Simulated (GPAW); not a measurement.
AlSn, 2 atoms in the cell. The structure is hexagonal, space group P-6m2 (No. 187). The conventional cell has a = 4.198 Å, b = 4.198 Å, c = 3.307 Å, α = 90.00°, β = 90.00°, γ = 120.00°. Sn (site symmetry -6m2) is surrounded by 6 Al at 2.93 Å and 2 Sn at 3.31 Å. Around Al (site symmetry -6m2) lie 6 Sn at 2.93 Å and 2 Al at 3.31 Å. The cell comes from a database or a generator and needn't be the stable form of this composition.

| Item | Value |
| --- | --- |
| Program | GPAW 26.7.0 |
| Task | band structure |
| Functional | vdW-DF-cx |
| Potentials or basis | GPAW PAW data sets (gpaw-data 1.2.1) |
| Cutoff | 600 eV |
| Basis | pw |
| k mesh | 6 × 6 × 7 |
| Occupations | fermi-dirac, width 0.05 eV |
| Spin | spin-orbit coupling, no magnetisation |
| Maxiter | 150 |
| Band path | GMKGALHA,LM,KH |
| Band points | 100 |
| spin axis theta (degrees) | 90 |
| spin axis phi (degrees) | 45 |
| Soc after scf | second variation |

Potentials or basis: GPAW PAW data sets (gpaw-data 1.2.1), pw.

Run with:

```bash
$ OMP_NUM_THREADS=1 python run.py
```

Hardware: 1 thread of Arm Neoverse V1, on a shared host.

How long does it take, and how much memory?

It took 51 s on 1 thread of Arm Neoverse V1, with other jobs on the host, peak memory 0.34 GiB. Counts: scf iterations 14, plane waves 1711, bands 17, k points 28.
